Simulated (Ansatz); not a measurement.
# GaP2 (quartet): from a generated start to a stationary point

Where does this start of GaP2 (quartet) end when it is relaxed?

Computed with Ansatz 0.2.0, Gaussian basis. Level: UKS PBE0/def2-TZVP.

## 1. Starting geometry

3 atoms, charge 0, spin multiplicity 4.

Atoms are counted from 1 here; the program's logs count them from 0.

Bond lengths: P1–Ga2 2.315 Å, Ga2–P3 2.315 Å. Angles: P1–Ga2–P3 180.0°.

The start was built by rule and, where that kept it together, relaxed with GFN2-xTB. Sticks and bond lists go by distance. No spin-orbit coupling is included. 

## 2. Relaxation

in.yaml reads:

```yaml
crystal:
  periodic: [false, false, false]
  atoms:
    - {symbol: P, position_ang: [0.000000, 0.000000, -2.315104]}
    - {symbol: Ga, position_ang: [0.000000, 0.000000, 0.000000]}
    - {symbol: P, position_ang: [0.000000, 0.000000, 2.315104]}
basis:
  gaussian: {orbitals: def2-TZVP}
magnetization: {spin_polarized: true, initial_magnetization: 3}
hamiltonian: {xc: pbe0}
relax: {f_tol: 0.004, max_steps: 80}
```

Command:

```sh
> ansatz run in.yaml --threads 1 --pin off --events-out ev --progress --plain --max-ram 2176MiB
```

Q: Predict the outcome of this session. Wanted: energy gained; shift from the start; total energy; dipole moment; ⟨S²⟩.

The runs gave:

```
                  quantity           value
                     steps               4
             energy gained        0.149 eV
shift from the start (rms)         0.091 Å
              total energy  -70939.5380 eV
             dipole moment          0.00 D
                      ⟨S²⟩           3.817
```

What this shows: The bonds of the start are those of the end. Ga2–P3 went from 2.315 to 2.203 Å. No vibrations were run, so this is a stationary point, not a proven minimum, and this spin need not be the ground state's.
